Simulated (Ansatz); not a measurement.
I need a relaxation followed by a look at the electronic structure of RhPb, space group P6/mmm. Use Ansatz 0.2.0 through its Python package. Settings (first run): PBEsol, PAW, the default cutoff (420 eV here), 5×5×5 k-points, Fermi-Dirac smearing of 0.05 eV.

```
Rh Pb
1.0
     5.67800    0.00000    0.00000
    -2.83900    4.91729    0.00000
     0.00000    0.00000    4.42800
Rh Pb
3 3
Direct
  0.50000 0.00000 0.00000
  0.50000 0.50000 0.00000
  0.00000 0.50000 0.00000
  0.33333 0.66667 0.50000
  0.66667 0.33333 0.50000
  0.00000 0.00000 0.00000
```

`pipeline_rhpb.py`
```python
# -*- coding: utf-8 -*-
"""Relax RhPb, then bands and states at the relaxed cell."""

import ansatz as az
import numpy as np


def count_gap(report):
    # lowest empty less highest filled band, counting bands; zero where they overlap
    return max(report.get("gap_by_band_count_ev") or 0.0, 0.0)


def setup_for(crystal, spacing):
    return (
        crystal.calculation()
        .scf(tolerance=1e-09)
        .functional("pbesol")
        .occupations("fermi_dirac", width=0.05)
        .kpoints(spacing=spacing)
    )


def main():
    vectors = np.array([
        [5.678, 0.0, 0.0],
        [-2.839, 4.917292, 0.0],
        [0.0, 0.0, 4.428],
    ])
    system = (
        az.Lattice.of(vectors)
        .atom("Rh", [0.5, 0.0, 0.0])
        .atom("Rh", [0.5, 0.5, 0.0])
        .atom("Rh", [0.0, 0.5, 0.0])
        .atom("Pb", [1 / 3, 2 / 3, 0.5])
        .atom("Pb", [2 / 3, 1 / 3, 0.5])
        .atom("Pb", [0.0, 0.0, 0.0])
    )

    relaxed = setup_for(system, 0.3).relax(cell=True, force_tolerance=0.01, max_steps=40).checkpoint(write="relax.run").run(threads=1, pin="off")
    cell = np.asarray(relaxed.lattice.cell_ang)
    print("relaxed edges (A):", np.linalg.norm(cell, axis=1).round(4), " volume:", round(abs(np.linalg.det(cell)), 3), "A^3")
    for site in relaxed.lattice.sites:
        print(" ", site.symbol, np.round(site.position_frac, 4) + 0.0)

    final = az.Crystal.from_checkpoint("relax.run")
    res = setup_for(final, 0.22).functional("pbesol").stress().band_table().density_of_states(energy_step=0.05).run(threads=1, pin="off")
    summary = res.report
    dos = res.density_of_states()
    print(f"pressure at the relaxed cell {np.trace(summary['stress_gpa']) / 3:.3f} GPa, gap by band count {count_gap(summary):.3f} eV")
    if count_gap(summary) == 0:
        print("states/eV at the Fermi level:", round(float(np.interp(dos.fermi_ev, dos.energies_ev, dos.spin_summed_g_bin_mean_per_ev)), 3))


if __name__ == "__main__":
    main()
```

Output of `python pipeline_rhpb.py`:
```text
DeckWarning: basis.ecutwfc = 420 eV, auto-derived from the records' recommended cutoffs: set by Rh (normal level)
DeckWarning: relax.cell: scf.convergence.dr2_threshold = 1e-9 eV is looser than the 6e-10 eV advised for a relaxation that steers and ends on the stress (1e-10 eV for each atom of the cell: 6). What an SCF threshold leaves in a stress goes as its square root, and in the free energy as the threshold itself, and one threshold admits the most on a small cell: of the crystals measured, under no hybrid functional and no lock of the moments, on runs that ended without the residual-converged pass, on [...]
relaxed edges (A): [5.6566 5.6566 4.4508]  volume: 123.333 A^3
  Rh [0.5 0.  0. ]
  Rh [0.5 0.5 0. ]
  Rh [0.  0.5 0. ]
  Pb [0.3333 0.6667 0.5   ]
  Pb [0.6667 0.3333 0.5   ]
  Pb [0. 0. 0.]
DeckWarning: crystal.checkpoint: the structure is that of relax.run, a `relax` run, at its step 4: its result, under pbesol at a charge of 0 e; 6 atoms read, 0 with a starting moment [...]
DeckWarning: output.stress: scf.convergence.dr2_threshold = 1e-9 eV is looser than the 6e-10 eV advised for a printed stress (1e-10 eV for each atom of the cell: 6). What an SCF threshold leaves in a stress goes as its square root, and in the free energy as the threshold itself, and one threshold admits the most on a small cell: of the crystals measured, under no hybrid functional and no lock of the moments, on runs that ended without the residual-converged pass, on stresses that held no [...]
pressure at the relaxed cell -0.015 GPa, gap by band count 0.000 eV
states/eV at the Fermi level: 2.342
```
(Warnings from the package without file and line, shortened.)

No spin polarisation was allowed. For a metal this k-point mesh is coarse: on a finer one energies can move by several to tens of meV an atom and pressures by half a GPa or more, differences at one mesh by less. The zero of the levels is a convention of the potentials, so an absolute Fermi energy is no work function. A gap by band count of zero or less means overlapping bands, a metal, and at an odd count of electrons it is no gap at all. The starting cell is as deposited in a crystallographic database; the results hold for this polymorph, which needn't be the stable one. Levels are Kohn-Sham eigenvalues on this mesh, without spin-orbit coupling. Where the second run takes another functional or mesh than the relaxation, its pressure isn't zero; pressure is positive in compression. The computed bands are complete only to about 5.2 eV above the Fermi level; beyond that the density of states is undercounted. Finished in 44 s on 1 thread of Arm Neoverse V2, on a shared host, peak memory 0.54 GiB.
